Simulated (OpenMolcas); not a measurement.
# C2H5AlBN (SMILES B[C]1=C[NH][AlH]1): levels of theory compared

Aim: a comparison of 6 runs (HF/STO-3G, PBE0/6-31G*, SVWN5/6-31G*, TPSS/6-31G*, B3LYP/6-31G*, MP2/6-31G*) of C2H5AlBN. 

Program for the calculation: OpenMolcas 26.06.

1 further run of the same task is left out (set aside as unsound or not needed).

## Step 1: Starting point

The species is C2H5AlBN (10 atoms), meant as a singlet with charge 0. SMILES: `B[C]1=C[NH][AlH]1`. The coordinates come from a PBE0-D4/def2-TZVP relaxation.

Bond lengths: B1–C2 1.492 Å, C2–C3 1.391 Å, C3–N4 1.360 Å, C2–Al5 1.916 Å, N4–Al5 1.853 Å, B1–H6 1.207 Å, B1–H7 1.201 Å, C3–H8 1.094 Å, N4–H9 1.004 Å, Al5–H10 1.581 Å. Some angles: B1–C2–C3 124.0°, B1–C2–Al5 153.2°, C3–C2–Al5 82.9°, C2–C3–N4 115.0°, C3–N4–Al5 86.1°, C2–Al5–N4 76.0°, C2–B1–H6 119.4°, C2–B1–H7 122.5°, C2–C3–H8 124.7°, N4–C3–H8 120.3°.

## Step 2: Energy and forces at HF/STO-3G (run 1)

test.input reads:

```
>>> EXPORT MOLCAS_PRINT=2

&GATEWAY
  BASLIB = $CurrDir
  BASISSET
  B.STO-3G....
  B1 -1.253000 0.576700 -1.418700 angstrom
  End of Basis
  BASISSET
  C.STO-3G....
  C2 -0.143800 0.242800 -0.478800 angstrom
  C3 -0.315000 -0.471300 0.702300 angstrom
  End of Basis
  BASISSET
  N.STO-3G....
  N4 0.820900 -0.673500 1.422800 angstrom
  End of Basis
  BASISSET
  Al.STO-3G....
  Al5 1.688500 0.264900 0.080500 angstrom
  End of Basis
  BASISSET
  H.STO-3G....
  H6 -2.375700 0.217000 -1.161700 angstrom
  H7 -1.076200 1.195400 -2.432600 angstrom
  H8 -1.273000 -0.859200 1.061700 angstrom
  H9 0.792000 -1.179400 2.289700 angstrom
  H10 3.218400 0.635500 -0.062200 angstrom
  End of Basis

&SEWARD

&SCF
  THRESHOLDS = 1e-10 1e-07 1e-07 1e-05
  PRORBITALS = 1 1

&ALASKA
```

The basis set STO-3G is read from a file made from the Basis Set Exchange's data (not shown).

Started as:

```console
export MOLCAS_MEM=1860
pymolcas test.input > test.log
```

Output:

```text
--- Start Module: gateway ---
[...]
--- Stop Module: gateway /rc=_RC_ALL_IS_WELL_ ---
[...]
      Basis functions           34
[...]
--- Start Module: scf ---
[...]
       Convergence after  13 Iterations
[...]
::    Total SCF energy                               -394.7994184538
[...]
      Total spin, S                                     0.0000000000
[...]
      Total electronic charge=   42.000000
      Total            charge=   -0.000000
[...]
      Dipole Moment (debye):
      Origin of the operator (angstrom)=    0.4570    0.0164    0.1092
                   X=  3.1862E+00               Y= -7.1595E-01               Z=  2.2791E+00           Total=  3.9823E+00
      Quadrupole Moment (debye*angstrom):
[...]
--- Stop Module: scf /rc=_RC_ALL_IS_WELL_ ---
--- Start Module: alaska ---
[...]
 *              Molecular gradients               *
 **************************************************
  Irreducible representation: a
 ------------------------------------------------------------------------------------------
                              X                       Y                       Z
 ------------------------------------------------------------------------------------------
  B1                3.58087739469948E-03   -4.54832296048924E-04    1.95242480651370E-03
  C2               -2.64703487850819E-02    9.68394294028352E-03   -2.54224739851772E-02
  C3                4.22266711455084E-02   -2.71218549868424E-03    1.85013139386081E-02
  N4               -3.31904865971762E-02   -2.90316055882895E-02    3.94539025818172E-02
  AL5              -1.32918502633412E-02   -1.82874957972778E-03   -1.17432904331105E-03
  H6               -2.41561815328226E-02   -9.06701478314953E-03    7.83004803258086E-03
  H7                4.84329472558448E-03    1.25293019833785E-02   -2.01190607329664E-02
  H8                1.16190563008001E-03    1.52024150138574E-03   -2.26669521875444E-03
[...]
--- Stop Module: alaska /rc=_RC_ALL_IS_WELL_ ---
[...]
```

It took 1.6 s on 1 thread of Intel Xeon 6975P-C (Granite Rapids), shared host; peak memory 0.37 GiB.

## Step 3: Energy and gradient at PBE0/6-31G(d) (spherical functions) (run 2)

input.xyz reads:

```xyz
10

B     -1.253000     0.576700    -1.418700
C     -0.143800     0.242800    -0.478800
C     -0.315000    -0.471300     0.702300
N      0.820900    -0.673500     1.422800
Al     1.688500     0.264900     0.080500
H     -2.375700     0.217000    -1.161700
H     -1.076200     1.195400    -2.432600
H     -1.273000    -0.859200     1.061700
H      0.792000    -1.179400     2.289700
H      3.218400     0.635500    -0.062200
```

test.input reads:

```
* C2H5AlBN Kohn-Sham DFT

&GATEWAY
  BasLib
  $CurrDir
  Coord
  input.xyz
  Basis
  6-31Gs
  Group
  NoSym

&SEWARD
  GridInput
  Grid=UltraFine
  End of Grid

&SCF
  KSDFT
  PBE0
  Thresholds
  1e-10 1e-07 1e-07 1e-05
  PrOrbitals
  1 1

&ALASKA
```

The basis set 6-31G* is read from a file made from the Basis Set Exchange's data (not shown).

Started as:

```console
export MOLCAS_MEM=1860
pymolcas test.input > test.log
```

Output:

```text
--- Start Module: gateway ---
[...]
--- Stop Module: gateway /rc=_RC_ALL_IS_WELL_ ---
[...]
      Basis functions           84
[...]
--- Start Module: scf ---
[...]
       Convergence after  16 Iterations
[...]
::    Total KS-DFT energy                            -400.8830557411
[...]
      Total spin, S                                     0.0000000000
[...]
      Total electronic charge=   42.000000
      Total            charge=   -0.000000
[...]
      Dipole Moment (debye):
      Origin of the operator (angstrom)=    0.4570    0.0164    0.1092
                   X=  2.2576E+00               Y= -1.3476E+00               Z=  3.0702E+00           Total=  4.0421E+00
      Quadrupole Moment (debye*angstrom):
[...]
--- Stop Module: scf /rc=_RC_ALL_IS_WELL_ ---
[...]
--- Start Module: alaska ---
[...]
 *              Molecular gradients               *
 **************************************************
  Irreducible representation: a
 ------------------------------------------------------------------------------------------
                              X                       Y                       Z
 ------------------------------------------------------------------------------------------
  B1                8.35474772539868E-04   -3.20835254799867E-04    8.26116895481732E-04
  C2                2.55783681139432E-04   -1.55980868050687E-03    2.77521998506902E-03
  C3                2.73043415794483E-03    9.00721166045670E-04   -6.42249984122323E-04
  N4               -4.48913996315081E-04    2.36495201123077E-03   -4.24944936210281E-03
  AL5              -3.36130873635732E-03   -2.71417956238462E-03    3.60333305051874E-03
  H6                1.25518526678592E-03    2.92389800197856E-04   -9.63387236668500E-05
  H7                5.10337875887501E-05   -6.37700022205978E-04    1.12257135401439E-03
  H8                1.37791570863666E-03    6.31391866053876E-04   -6.54124745514961E-04
[...]
--- Stop Module: alaska /rc=_RC_ALL_IS_WELL_ ---
[...]
```

Wall time 32 s (1 thread of Intel Xeon 6975P-C (Granite Rapids), shared host); peak memory 0.46 GiB.

Runs 3 to 5 aren't shown in full; the table further down has their settings and results.

## Step 4: A single-point energy at MP2/6-31G(d) (spherical functions) (run 6)

coord.xyz reads:

```xyz
10

B     -1.253000     0.576700    -1.418700
C     -0.143800     0.242800    -0.478800
C     -0.315000    -0.471300     0.702300
N      0.820900    -0.673500     1.422800
Al     1.688500     0.264900     0.080500
H     -2.375700     0.217000    -1.161700
H     -1.076200     1.195400    -2.432600
H     -1.273000    -0.859200     1.061700
H      0.792000    -1.179400     2.289700
H      3.218400     0.635500    -0.062200
```

job.input reads:

```
* C2H5AlBN MP2
&GATEWAY
BasLib = $CurrDir
Coord = coord.xyz
Basis = 6-31Gs
Group = NoSym
&SEWARD
&SCF
Thresholds = 1e-10 1e-07 1e-07 1e-05
PrOrbitals = 1 2
&MBPT2
Frozen = 9
```

The basis set 6-31G* is read from a file made from the Basis Set Exchange's data (not shown).

Started as:

```console
export MOLCAS_MEM=1860
pymolcas job.input > job.log
```

Output:

```text
--- Start Module: gateway ---
[...]
--- Stop Module: gateway /rc=_RC_ALL_IS_WELL_ ---
[...]
      Basis functions           84
[...]
--- Start Module: scf ---
[...]
       Convergence after  14 Iterations
[...]
::    Total SCF energy                               -399.6463570145
[...]
      Total spin, S                                     0.0000000000
[...]
      Total electronic charge=   42.000000
      Total            charge=   -0.000000
[...]
      Dipole Moment (debye):
      Origin of the operator (angstrom)=    0.4570    0.0164    0.1092
                   X=  1.9525E+00               Y= -1.2520E+00               Z=  2.8052E+00           Total=  3.6399E+00
      Quadrupole Moment (debye*angstrom):
[...]
--- Stop Module: scf /rc=_RC_ALL_IS_WELL_ ---
[...]
--- Start Module: mbpt2 ---
[...]
WARNING!
Default frozen orbitals as non valence orbitals is overwritten by user input.
Default values:   6
[...]
       Reference weight ( Cref**2 )         =        0.83245
::    Total MBPT2 energy                             -400.1788667391
[...]
      Total MBPT2 calculations                           0.17      0.19
--- Stop Module: mbpt2 /rc=_RC_ALL_IS_WELL_ ---
[...]
```

Run time: 4.8 s. Hardware: 1 thread of Intel Xeon 6975P-C (Granite Rapids), shared host; peak memory 0.47 GiB.

## Step 5: All runs side by side

| run | level | integration grid | Cartesian functions | energy (Eh) | dipole moment (D) of the reference | HOMO energy (eV) | LUMO energy (eV) | wall time |
| --- | --- | --- | --- | --- | --- | --- | --- | --- |
| 1 | HF/STO-3G | – | no | -394.799418 | 3.98 | -5.24 | 6.92 | 1.6 s |
| 2 | PBE0/6-31G* (spherical functions) | UltraFine | no | -400.883056 | 4.04 | -6.08 | -1.43 | 32 s |
| 3 | SVWN5/6-31G* (spherical functions) | UltraFine | no | -398.670688 | 4.26 | -5.27 | -2.52 | 20 s |
| 4 | TPSS/6-31G* (spherical functions) | UltraFine | no | -401.251546 | 4.16 | -5.09 | -2.14 | 44 s |
| 5 | B3LYP/6-31G* (Cartesian functions) | UltraFine | yes | -401.224944 | 4.01 | -5.81 | -1.61 | 33 s |
| 6 | MP2/6-31G* (spherical functions) | – | no | -400.178867 | 3.64 | -8.22 | 1.60 | 4.8 s |

## Step 6: Summary of results

| quantity | value |
| --- | --- |
| run 6: total energy | -400.17887 Eh |
| run 6: dipole moment (mean-field density) | 3.64 D |
| run 6: HOMO energy (Hartree–Fock orbitals) | -8.22 eV |
| run 6: LUMO energy (Hartree–Fock orbitals) | 1.60 eV |
| run 6: HOMO–LUMO gap (Hartree–Fock orbitals) | 9.82 eV |
| run 6: correlation energy (9 core orbitals frozen) | -532.5 mEh |

Over runs 1, 2, 3, 4, 5 the dipole moment (its size) runs from 3.98 D (HF/STO-3G) to 4.26 D (SVWN5/6-31G*). The two ends differ in method and basis. Over runs 1, 2, 3, 4, 5 the HOMO–LUMO gap runs from 2.75 eV (SVWN5/6-31G*) to 12.17 eV (HF/STO-3G). Totals of different functionals can't be ranked against each other. In run 1 the basis is minimal, so the values are rough. All runs together took 2.3 min, the longest 44 s.
